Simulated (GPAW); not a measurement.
# InH2ClO (SMILES [OH][InH][Cl]): a chain of runs, part 1 of 3

Aim: a geometry optimisation (AM05/dz(dzp)), then the harmonic vibrations (AM05/dz(dzp)), then the excited states (TD-AM05/dzp) of InH2ClO. 

The calculation is run with GPAW 26.7.0.

2 further runs of the same task are left out: 2 that didn't finish.

**1. Starting point**

InH2ClO: 5 atoms, total charge 0, spin state singlet. SMILES: `[OH][InH][Cl]`. All atoms were displaced at random from a relaxed shape. The run starts from this shape.

Bond lengths: O1–In2 2.016 Å, In2–Cl3 2.357 Å, O1–H4 0.998 Å, In2–H5 1.699 Å. Angles: O1–In2–Cl3 109.7°, O1–In2–H5 127.5°, Cl3–In2–H5 122.5°, In2–O1–H4 108.1°.

**2. A geometry optimisation at AM05/dz(dzp) (scalar-relativistic datasets) (run 1)**

Input file calc.py:

```python
from ase import Atoms
from ase.io import write
from ase.optimize import BFGSLineSearch
from gpaw import GPAW, setup_paths
from gpaw.atom.configurations import parameters
from gpaw.atom.generator import Generator

# Set up the molecule
atoms = Atoms(['O', 'In', 'Cl', 'H', 'H'],
    positions=[[ -1.444749,   0.164685,  -0.551622],
               [  0.470195,   0.394551,   0.033899],
               [  1.274007,  -1.627353,   0.939446],
               [ -1.680077,  -0.801682,  -0.470259],
               [  1.380755,   1.829354,   0.053073]])
atoms.center(vacuum=5.0)

# No datasets are shipped for this functional: make them
for symbol in ['Cl', 'H', 'In', 'O']:
    Generator(symbol, xcname='AM05', scalarrel=True, nofiles=True, txt=None).run(**parameters[symbol])
setup_paths.insert(0, '.')

# GPAW settings
dft = GPAW(mode='lcao',
           maxiter=100,
           xc='AM05',
           h=0.2,
           basis='dz(dzp)',
           symmetry='off',
           txt='-')
atoms.calc = dft

opt = BFGSLineSearch(atoms, trajectory='ClH2InO.traj')
converged = opt.run(fmax=0.05, steps=100)
print('Converged:', converged)
print(f'Final energy            {atoms.get_potential_energy():.5f} eV')
print(f'r(H3-O0) = {atoms.get_distance(3, 0):.4f} Ang')
print(f'r(Cl2-In1)              {atoms.get_distance(2, 1):.4f} Ang')
write('relaxed.xyz', atoms)
```

On the command line:

```sh
$ python calc.py > calc.log
```

What it wrote:

```text
__  _  _
 | _ |_)|_||  |
 |__||  | ||/\| - 26.7.0

units:  Angstrom and eV
cores:  1
OpenMP: False

Versions:
  Python: 3.12.14
  ASE:    3.29.0
  Numpy:  2.5.5
  Scipy:  1.18.1
  Libxc:  7.0.0

        _gpaw.cpython-312-aarch64-linux-gnu.so

Input parameters:
  mode=LCAO(),
  basis={'default': 'dz(dzp)'},
  h=0.2,
  maxiter=100,
  symmetry=Symmetry(point_group=False, time_reversal=False),
  xc=XC(name='AM05')
         .-------------------------------.
        /|                               |
       / |                               |
      /  |                               |
     /   |                               |
    /    |                               |
   /     |                               |
  /      |                               |
 *       |                               |
 |       |                               |
 |       |                H              |
 |       |             Cl                |
 |       |       HO                      |
 |       |                               |
 |       .-------------------------------.
 |      /                               /
 |     /                               /
 |    /                               /
 |   /                               /
 |  /                               /
 | /                               /
 |/                               /
 *-------------------------------*

Atoms  # Å, Bohr magnetons
|   | symbol |        x |        y |        z |    initial magnetic moments |
|---|--------|----------|----------|----------|-----------------------------|
| 0 |      O | 5.235328 | 6.792038 | 5.000000 | ( 0.0000,  0.0000,  0.0000) |
| 1 |     In | 7.150272 | 7.021904 | 5.585521 | ( 0.0000,  0.0000,  0.0000) |
| 2 |     Cl | 7.954084 | 5.000000 | 6.491068 | ( 0.0000,  0.0000,  0.0000) |
| 3 |      H | 5.000000 | 5.825671 | 5.081363 | ( 0.0000,  0.0000,  0.0000) |
| 4 |      H | 8.060832 | 8.456707 | 5.604695 | ( 0.0000,  0.0000,  0.0000) |

Unit cell  # Å
| periodic |         x |         y |         z |   lengths |    angles |
|----------|-----------|-----------|-----------|-----------|-----------|
|       no | 13.060832 |  0.000000 |  0.000000 | 13.060832 | 90.000000 |
|       no |  0.000000 | 13.456707 |  0.000000 | 13.456707 | 90.000000 |
|       no |  0.000000 |  0.000000 | 11.491068 | 11.491068 | 90.000000 |

Number of symmetries: 1
Symmetry operations  # r_c * U_cc + t_c -> r_c
|   | kind |            matrix            |
|---|------|------------------------------|
| 0 |  E   |  1, 0, 0,  0, 1, 0,  0, 0, 1 |

BZ-sampling:
  Number of BZ points: 1
  Number of IBZ points: 1

  Monkhorst-Pack size: [1, 1, 1]
  Monkhorst-Pack shift: [0, 0, 0]

K-points  # in reciprocal-cell coordinates
|   |                                coordinates |     weight |
|---|--------------------------------------------|------------|
| 0 | (  0.00000000,   0.00000000,   0.00000000) | 1.00000000 |

basis functions: 38
Spin-components: 1 (collinear spins)
Bands:           19
Projectors:      22
Spin-degeneracy: 2
Datatype:        <class 'float'>

  Storage: CPU
  Wave functions: 5_776 bytes (5_776 per core)

Parallelization:
  kpt:    1
  domain: 1
  band:   1

Density:
  Valence electrons: 28.0
  Components: 1
  Grid points: [64 68 56]
  Charge: 0.0  # |e|

Potential:
  Grid points: [64 68 56]

species:
  O:
    name:    Oxygen
    Z:       8.0
    valence: 6
    core:    2
    charge:  0.0  # [|e|]
    file:    O.AM05
    compensation charges:
      type: gauss
      rc: 0.21  # [Å]
      lmax: 2
    cutoffs:
      filter: 1.17  # [Å]
      core: 0.83  # [Å]
    projectors
    | kind |    occ | energy [eV] | rcut [Å] |
    |------|--------|-------------|----------|
    |   2s |  2.000 |     -23.729 |    0.688 |
    |   2p |  4.000 |      -8.955 |    0.598 |
    |    s |        |       3.482 |    0.688 |
    |    p |        |      18.256 |    0.598 |
    |    d |        |       0.000 |    0.619 |

    LCAO basis set for O:
      Name: dz(dzp)
      File: O.dzp.basis.gz
      Number of radial functions: 4
      Number of spherical harmonics: 8
        l=0, rc=4.3438 Bohr: 2s-sz confined orbital
        l=1, rc=5.3906 Bohr: 2p-sz confined orbital
        l=0, rc=2.2969 Bohr: 2s-dz split-valence wave
        l=1, rc=2.8906 Bohr: 2p-dz split-valence wave
      Number of RI-basis functions 0

  In:
    name:    Indium
    Z:       49.0
    valence: 13
    core:    36
    charge:  0.0  # [|e|]
    file:    In.AM05
    compensation charges:
      type: gauss
      rc: 0.36  # [Å]
      lmax: 2
    cutoffs:
      filter: 2.09  # [Å]
      core: 2.48  # [Å]
    projectors
    | kind |    occ | energy [eV] | rcut [Å] |
    |------|--------|-------------|----------|
    |   5s |  2.000 |      -8.203 |    1.185 |
    |   5p |  1.000 |      -2.475 |    1.244 |
    |   4d | 10.000 |     -18.606 |    1.148 |
    |    s |        |      19.008 |    1.185 |
    |    p |        |      24.736 |    1.244 |
    |    d |        |       8.606 |    1.148 |

    LCAO basis set for In:
      Name: dz(dzp)
      File: In.dzp.basis.gz
      Number of radial functions: 6
      Number of spherical harmonics: 18
        l=0, rc=7.7188 Bohr: 5s-sz confined orbital
        l=1, rc=10.7500 Bohr: 5p-sz confined orbital
        l=2, rc=4.4219 Bohr: 4d-sz confined orbital
        l=0, rc=4.5312 Bohr: 5s-dz split-valence wave
        l=1, rc=6.4688 Bohr: 5p-dz split-valence wave
        l=2, rc=2.7344 Bohr: 4d-dz split-valence wave
      Number of RI-basis functions 0

[... 64 lines left out ...]
Reference energy: -174417.842346  # eV
[... 13 lines left out ...]
  Fourier metric: weight=20.0, sigma=0.015
[... 67 lines left out ...]
|   |                                coordinates |     weight |
[... 163 lines left out ...]
Reference energy: -174417.842346  # eV
[... 13 lines left out ...]
  Fourier metric: weight=20.0, sigma=0.015
[... 15 lines left out ...]
convergence criteria:
- Maximum [total energy] change in last 3 cyles: 0.0005 eV / valence electron
[... 14 lines left out ...]
Converged in 9 steps
[... 12 lines left out ...]
  Free energy:     -16.162563
[... 2 lines left out ...]
dipole moment: (0.086830, 0.244097, -0.115705)  # |e|*Ang
[... 73 lines left out ...]
convergence criteria:
- Maximum [total energy] change in last 3 cyles: 0.0005 eV / valence electron
[... 16 lines left out ...]
Converged in 8 steps
[... 12 lines left out ...]
  Free energy:     -15.870688
[... 2 lines left out ...]
dipole moment: (-0.083736, 0.294615, -0.171870)  # |e|*Ang
[... 71 lines left out ...]
convergence criteria:
- Maximum [total energy] change in last 3 cyles: 0.0005 eV / valence electron
[... 16 lines left out ...]
Converged in 8 steps
[... 12 lines left out ...]
  Free energy:     -16.176443
[... 2 lines left out ...]
dipole moment: (0.057349, 0.253583, -0.125529)  # |e|*Ang
[... 72 lines left out ...]
convergence criteria:
- Maximum [total energy] change in last 3 cyles: 0.0005 eV / valence electron
[... 10 lines left out ...]
Converged in 7 steps
[... 12 lines left out ...]
  Free energy:     -16.215119
[... 2 lines left out ...]
dipole moment: (-0.023439, 0.275344, -0.047940)  # |e|*Ang
[... 72 lines left out ...]
convergence criteria:
- Maximum [total energy] change in last 3 cyles: 0.0005 eV / valence electron
[... 14 lines left out ...]
Converged in 6 steps
[... 12 lines left out ...]
  Free energy:     -16.217127
[... 2 lines left out ...]
dipole moment: (-0.034064, 0.263072, -0.040015)  # |e|*Ang
[... 71 lines left out ...]
convergence criteria:
- Maximum [total energy] change in last 3 cyles: 0.0005 eV / valence electron
[... 16 lines left out ...]
Converged in 8 steps
[... 12 lines left out ...]
  Free energy:     -16.206723
[... 2 lines left out ...]
dipole moment: (-0.075408, 0.217484, -0.008282)  # |e|*Ang
[... 71 lines left out ...]
convergence criteria:
- Maximum [total energy] change in last 3 cyles: 0.0005 eV / valence electron
[... 15 lines left out ...]
Converged in 7 steps
[... 12 lines left out ...]
  Free energy:     -16.217539
[... 2 lines left out ...]
dipole moment: (-0.040962, 0.255150, -0.034693)  # |e|*Ang
[... 72 lines left out ...]
convergence criteria:
- Maximum [total energy] change in last 3 cyles: 0.0005 eV / valence electron
[... 14 lines left out ...]
Converged in 6 steps
[... 12 lines left out ...]
  Free energy:     -16.218618
[... 2 lines left out ...]
dipole moment: (-0.033936, 0.252648, -0.049002)  # |e|*Ang
[... 54 lines left out ...]
Atoms  # Å, Bohr magnetons
|   | symbol |        x |        y |        z |    initial magnetic moments |
|---|--------|----------|----------|----------|-----------------------------|
| 0 |      O | 5.306877 | 6.750821 | 4.960753 | ( 0.0000,  0.0000,  0.0000) |
| 1 |     In | 7.156297 | 6.982306 | 5.638510 | ( 0.0000,  0.0000,  0.0000) |
| 2 |     Cl | 8.064032 | 4.963468 | 6.515989 | ( 0.0000,  0.0000,  0.0000) |
| 3 |      H | 4.851150 | 5.862151 | 5.068165 | ( 0.0000,  0.0000,  0.0000) |
| 4 |      H | 7.978382 | 8.478126 | 5.567713 | ( 0.0000,  0.0000,  0.0000) |

Unit cell  # Å
| periodic |         x |         y |         z |   lengths |    angles |
|----------|-----------|-----------|-----------|-----------|-----------|
|       no | 13.060832 |  0.000000 |  0.000000 | 13.060832 | 90.000000 |
|       no |  0.000000 | 13.456707 |  0.000000 | 13.456707 | 90.000000 |
|       no |  0.000000 |  0.000000 | 11.491068 | 11.491068 | 90.000000 |

Initialization done in: 1.087 s

convergence criteria:
- Maximum [total energy] change in last 3 cyles: 0.0005 eV / valence electron
- Maximum integral of absolute [dens]ity change: 0.0001 electrons / valence electron
- Maximum integral of absolute [eigenst]ate change: 4e-08 eV^2 / valence electron
maximum number of iterations: 100

SCF iterations
|iter     |     time |      energy | eigst |  dens |
|---------|----------|-------------|-------|-------|
|iter:   1| 00:01:56 |  -16.219259c|      c|       |
|iter:   2| 00:01:57 |  -16.219241c|      c| -3.25 |
|iter:   3| 00:01:58 |  -16.219189c|      c| -3.30 |
|iter:   4| 00:01:59 |  -16.219184c|      c| -3.74 |
|iter:   5| 00:02:00 |  -16.219184c|      c| -4.16c|

Converged in 5 steps
SCF loop duration: 3.496 s (0.699 s/step)
Energy contributions relative to reference atoms: (reference = -174417.842346)

Energy contributions:
  Kinetic:          37.728289
  Coulomb:         -35.203057
  Zero:              0.568485
  External:          0.000000
  Xc:              -19.312901
  Entropy:           0.000000
  Spinorbit:         0.000000
  ----------------------------
  Free energy:     -16.219184
  Extrapolated:    -16.219184

dipole moment: (-0.035929, 0.253713, -0.055188)  # |e|*Ang

Fermi level: -4.483
Eigenvalues  # (at kpt = [0.000, 0.000, 0.000])
| band index |      eig [eV] | occ [0-2] |
|------------|---------------|-----------|
|          0 |       -23.992 |     2.000 |
|        ... |               |           |
|          6 |       -18.587 |     2.000 |
|          7 |       -11.851 |     2.000 |
|          8 |        -9.795 |     2.000 |
[... 9 lines of this table left out ...]
|         18 |         3.482 |     0.000 |

Gap: 4.584 eV
Transition (v -> c):
  (s=0, k=0, n=13, [0.00, 0.00, 0.00]) -> (s=0, k=0, n=14, [0.00, 0.00, 0.00])
No difference between direct/indirect transitions
vacuum-level: 0.000  # V

Forces  # eV/Ang
|        x |        y |        z |
|----------|----------|----------|
|  0.01096 |  0.00769 |  0.00262 |  # O    0
| -0.00630 | -0.01787 | -0.01088 |  # In   1
|  0.00804 | -0.01009 | -0.00448 |  # Cl   2
| -0.02815 | -0.05105 |  0.00026 |  # H    3
|  0.00869 |  0.00363 |  0.00296 |  # H    4

Force computation time: 0.074  # s
BFGSLineSearch:    9[ 17] hh:mm:ss      -16.219184       0.0583
         .-------------------------------.
        /|                               |
       / |                               |
      /  |                               |
     /   |                               |
    /    |                               |
   /     |                               |
  /      |                               |
 *       |                               |
 |       |                               |
 |       |                H              |
 |       |             ICl               |
 |       |      H O                      |
 |       |                               |
 |       .-------------------------------.
 |      /                               /
 |     /                               /
 |    /                               /
 |   /                               /
 |  /                               /
 | /                               /
 |/                               /
 *-------------------------------*

Atoms  # Å, Bohr magnetons
|   | symbol |        x |        y |        z |    initial magnetic moments |
|---|--------|----------|----------|----------|-----------------------------|
| 0 |      O | 5.306570 | 6.743982 | 4.961081 | ( 0.0000,  0.0000,  0.0000) |
| 1 |     In | 7.157313 | 6.977317 | 5.633112 | ( 0.0000,  0.0000,  0.0000) |
| 2 |     Cl | 8.068371 | 4.962638 | 6.517720 | ( 0.0000,  0.0000,  0.0000) |
| 3 |      H | 4.844680 | 5.857531 | 5.066964 | ( 0.0000,  0.0000,  0.0000) |
| 4 |      H | 7.976887 | 8.476841 | 5.569643 | ( 0.0000,  0.0000,  0.0000) |

Unit cell  # Å
| periodic |         x |         y |         z |   lengths |    angles |
|----------|-----------|-----------|-----------|-----------|-----------|
|       no | 13.060832 |  0.000000 |  0.000000 | 13.060832 | 90.000000 |
|       no |  0.000000 | 13.456707 |  0.000000 | 13.456707 | 90.000000 |
|       no |  0.000000 |  0.000000 | 11.491068 | 11.491068 | 90.000000 |

Initialization done in: 1.078 s

convergence criteria:
- Maximum [total energy] change in last 3 cyles: 0.0005 eV / valence electron
- Maximum integral of absolute [dens]ity change: 0.0001 electrons / valence electron
- Maximum integral of absolute [eigenst]ate change: 4e-08 eV^2 / valence electron
maximum number of iterations: 100

SCF iterations
|iter     |     time |      energy | eigst |  dens |
|---------|----------|-------------|-------|-------|
|iter:   1| 00:02:01 |  -16.219468c|      c|       |
|iter:   2| 00:02:02 |  -16.219465c|      c| -3.36 |
|iter:   3| 00:02:03 |  -16.219444c|      c| -3.39 |
|iter:   4| 00:02:04 |  -16.219440c|      c| -3.74 |
|iter:   5| 00:02:04 |  -16.219440c|      c| -4.57c|

Converged in 5 steps
SCF loop duration: 3.453 s (0.691 s/step)
Energy contributions relative to reference atoms: (reference = -174417.842346)

Energy contributions:
  Kinetic:          37.625491
  Coulomb:         -35.116139
  Zero:              0.569194
  External:          0.000000
  Xc:              -19.297986
  Entropy:           0.000000
  Spinorbit:         0.000000
  ----------------------------
  Free energy:     -16.219440
  Extrapolated:    -16.219440

dipole moment: (-0.038530, 0.253417, -0.061221)  # |e|*Ang

Fermi level: -4.482
Eigenvalues  # (at kpt = [0.000, 0.000, 0.000])
| band index |      eig [eV] | occ [0-2] |
|------------|---------------|-----------|
|          0 |       -23.982 |     2.000 |
|        ... |               |           |
|          6 |       -18.585 |     2.000 |
|          7 |       -11.857 |     2.000 |
|          8 |        -9.790 |     2.000 |
[... 9 lines of this table left out ...]
|         18 |         3.469 |     0.000 |

Gap: 4.581 eV
Transition (v -> c):
  (s=0, k=0, n=13, [0.00, 0.00, 0.00]) -> (s=0, k=0, n=14, [0.00, 0.00, 0.00])
No difference between direct/indirect transitions
vacuum-level: 0.000  # V

Forces  # eV/Ang
|        x |        y |        z |
|----------|----------|----------|
| -0.01181 |  0.00867 | -0.00652 |  # O    0
| -0.00034 | -0.01189 |  0.00625 |  # In   1
|  0.00166 | -0.00869 | -0.01942 |  # Cl   2
|  0.01038 | -0.02387 |  0.00061 |  # H    3
| -0.00405 | -0.01573 | -0.00486 |  # H    4

Force computation time: 0.073  # s
BFGSLineSearch:   10[ 18] hh:mm:ss      -16.219440       0.0260
Converged: True
Final energy            -16.21944 eV
r(H3-O0) = 1.0052 Ang
r(Cl2-In1)              2.3815 Ang
```

Run time: 2.1 min. Hardware: 1 thread of Arm Neoverse V2, shared host; peak memory 0.59 GiB.

The path in brief:

```tsv
step	energy from the first frame kept (eV)	largest force (eV/Å)
0	0.0000	0.8546
1	-0.0139	0.5079
2	-0.0250	0.4161
3	-0.0380	0.4234
4	-0.0422	0.2109
5	-0.0470	0.2935
6	-0.0526	0.2258
7	-0.0550	0.1963
8	-0.0561	0.1158
9	-0.0566	0.0583
10	-0.0569	0.0260
```

After the run. Bond lengths: O1–In2 1.983 Å, In2–Cl3 2.381 Å, O1–H4 1.005 Å, In2–H5 1.710 Å. Angles: O1–In2–Cl3 112.5°, O1–In2–H5 122.5°, Cl3–In2–H5 124.9°, In2–O1–H4 119.8°.

(Continued in part 2 of 3.)
